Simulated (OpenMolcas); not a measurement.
# InCl (SMILES [Cl][In]) at RI-MP2/def2-TZVPD (Cholesky decomposition, core potential)

What is the energy change on altering one bond length of InCl at RI-MP2/def2-TZVPD (Cholesky decomposition, core potential)? 

Program for the calculation: OpenMolcas 26.06.

6 further runs of the same task are left out: 6 set aside as unsound or not needed.

## Step 1: Starting point

The species is InCl (2 atoms), meant as a singlet with charge 0. SMILES: `[Cl][In]`. Geometry: a GFN2-xTB relaxation, a rough one for these elements and not checked as a minimum.

Bond lengths: Cl1–In2 2.386 Å.

## Step 2: A single-point energy at RI-MP2/def2-TZVPD (Cholesky decomposition, core potential)

Contents of input.xyz:

```xyz
2

Cl     0.000000     0.000000     0.000000
In     0.000000     0.000000     2.385660
```

Contents of test.input:

```
&GATEWAY
  BasLib=$CurrDir
  Coord=input.xyz
  Basis=def2-TZVPD
  Group=NoSym

&SEWARD
  Medium

&SCF
  PrOrbitals=1 2

&MBPT2
  Frozen=9
```

The basis set def2-TZVPD is read from a file made from the Basis Set Exchange's data (not shown).

Run with:

```console
$ export MOLCAS_MEM=1860
$ pymolcas test.input > test.log
```

The program printed (excerpt; [...] marks lines left out):

```text
--- Start Module: gateway ---
[...]
--- Stop Module: gateway /rc=_RC_ALL_IS_WELL_ ---
[...]
      Basis functions          102
[...]
--- Start Module: scf ---
[...]
       Convergence after  10 Iterations
[...]
::    Total SCF energy                               -648.8122096749
[...]
      Total spin, S                                     0.0000000000
[...]
      Total electronic charge=   38.000000
      Total            charge=   -0.000000
[...]
      Dipole Moment (debye):
      Origin of the operator (angstrom)=    0.0000    0.0000    1.8290
                   X=  9.9227E-13               Y= -7.3581E-13               Z=  3.2974E+00           Total=  3.2974E+00
      Quadrupole Moment (debye*angstrom):
[...]
--- Stop Module: scf /rc=_RC_ALL_IS_WELL_ ---
[...]
--- Start Module: mbpt2 ---
[...]
WARNING!
Default frozen orbitals as non valence orbitals is overwritten by user input.
Default values:   5
[...]
       Reference weight ( Cref**2 )         =        0.86737
::    Total MBPT2 energy                             -649.2656343373
[...]
--- Stop Module: mbpt2 /rc=_RC_ALL_IS_WELL_ ---
[...]
```

Run time: 5.7 s. Hardware: 1 thread of AMD EPYC 9R14 (Zen 4), shared host; peak memory 0.093 GiB.

## Step 3: The distorted shape

Contents of input.xyz:

```xyz
2

Cl     0.000000     0.000000     0.238560
In     0.000000     0.000000     2.385660
```

Contents of test.inp:

```
* ClIn RI-MP2

&GATEWAY
 BasLib=$CurrDir
 Coord=input.xyz
 Basis=def2-TZVPD
 Group=NoSym

&SEWARD
 Medium

&SCF
 PrOrbitals=1 2

&MBPT2
 Frozen=9
```

The basis set def2-TZVPD is read from a file made from the Basis Set Exchange's data (not shown).

Run with:

```console
$ export MOLCAS_MEM=1860
$ pymolcas test.inp > test.log
```

The program printed (excerpt; [...] marks lines left out):

```text
--- Start Module: gateway ---
[...]
--- Stop Module: gateway /rc=_RC_ALL_IS_WELL_ ---
[...]
      Basis functions          102
[...]
--- Start Module: scf ---
[...]
       Convergence after  10 Iterations
[...]
::    Total SCF energy                               -648.7912380167
[...]
      Total spin, S                                     0.0000000000
[...]
      Total electronic charge=   38.000000
      Total            charge=   -0.000000
[...]
      Dipole Moment (debye):
      Origin of the operator (angstrom)=    0.0000    0.0000    1.8847
                   X= -1.6680E-11               Y= -1.5795E-11               Z=  1.4018E+00           Total=  1.4018E+00
      Quadrupole Moment (debye*angstrom):
[...]
--- Stop Module: scf /rc=_RC_ALL_IS_WELL_ ---
[...]
--- Start Module: mbpt2 ---
[...]
WARNING!
Default frozen orbitals as non valence orbitals is overwritten by user input.
Default values:   5
[...]
       Reference weight ( Cref**2 )         =        0.86828
::    Total MBPT2 energy                             -649.2475194790
[...]
--- Stop Module: mbpt2 /rc=_RC_ALL_IS_WELL_ ---
[...]
```

It took 5.7 s on 1 thread of AMD EPYC 9R14 (Zen 4), shared host; peak memory 0.093 GiB.

## Step 4: Results

At RI-MP2/def2-TZVPD (Cholesky decomposition, core potential), 9 core orbitals frozen:

| quantity | value |
| --- | --- |
| first shape: total energy | -649.26563 Eh |
| first shape: dipole moment (mean-field density) | 3.30 D |
| first shape: HOMO energy (Hartree–Fock orbitals) | -9.18 eV |
| first shape: LUMO energy (Hartree–Fock orbitals) | 0.41 eV |
| first shape: HOMO–LUMO gap (Hartree–Fock orbitals) | 9.59 eV |
| first shape: correlation energy (9 core orbitals frozen) | -453.4 mEh |
| distorted shape: total energy | -649.24752 Eh |
| distorted shape: dipole moment (mean-field density) | 1.40 D |
| distorted shape: HOMO energy (Hartree–Fock orbitals) | -8.68 eV |
| distorted shape: LUMO energy (Hartree–Fock orbitals) | 0.69 eV |
| distorted shape: HOMO–LUMO gap (Hartree–Fock orbitals) | 9.37 eV |
| distorted shape: correlation energy (9 core orbitals frozen) | -456.3 mEh |
| energy change with the Cl1–In2 bond shortened from 2.386 to 2.147 Å | 0.493 eV |

With the Cl1–In2 bond shortened from 2.386 to 2.147 Å the energy rises by 0.49 eV (47.6 kJ/mol). The first shape isn't relaxed at this level, so the change isn't measured from a minimum.
